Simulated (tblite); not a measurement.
# C4H13NSSi2: the cost of one run

Computed with tblite 0.8.0 and PySCF 2.14.0, with density-fitted response routines of our own, on a single molecule in the gas phase. Atoms count from 0, in the outputs and in this text.

### 1 The starting structure

21 atoms, charge 0, multiplicity 1; geometry from: force field or distance geometry start.

Bonds of the start (Å): C0–N1 1.43, N1–C2 1.37, C2–C3 1.54, C3–Si4 1.86, Si4–S5 2.15, S5–Si6 2.16, Si6–C7 1.85, Si6–N1 1.74, C0–H8 1.11, C0–H9 1.12, C0–H10 1.12, C2–H11 1.12, C2–H12 1.13, C3–H13 1.08, C3–H14 1.14, Si4–H15 1.47, Si4–H16 1.47, Si6–H17 1.48, C7–H18 1.12, C7–H19 1.10, C7–H20 1.12.

### 2 Geometry optimisation with GFN2-xTB

The job: settings as JSON, then the geometry in Å.

```
{"job": {"kind": "relax", "xc": "GFN2-xTB", "basis": "xTB"}, "charge": 0, "multiplicity": 1}
C      0.452500    -2.125900     0.062100
N      0.051800    -0.760600    -0.083900
C     -1.133100    -0.457600    -0.705900
C     -2.177900     0.304700     0.127700
Si    -1.815500     2.111900    -0.129400
S      0.314800     2.352800    -0.224100
Si     1.150400     0.479900     0.457800
C      2.932400     0.264100     0.023800
H      1.507100    -2.222900    -0.279500
H      0.458100    -2.351000     1.163800
H     -0.188300    -2.857000    -0.484800
H     -1.066600     0.105500    -1.676000
H     -1.671700    -1.416300    -0.964800
H     -3.200600     0.006900    -0.075600
H     -1.910600     0.022400     1.197200
H     -2.469300     2.589600    -1.360100
H     -2.271800     2.855700     1.053600
H      1.056300     0.528300     1.938500
H      3.101300    -0.685500    -0.539300
H      3.372800     1.129500    -0.488300
H      3.498800     0.142400     0.986700
```

Launch:

```bash
OMP_NUM_THREADS=1 python probes_run.py task.json out
```

This one command runs all jobs of the session in turn.

**Question.** How long does this first job take on 1 thread of Arm Neoverse V1, shared host, and how much memory does it need?

About 1.9 s, with a peak of 0.18 GiB.
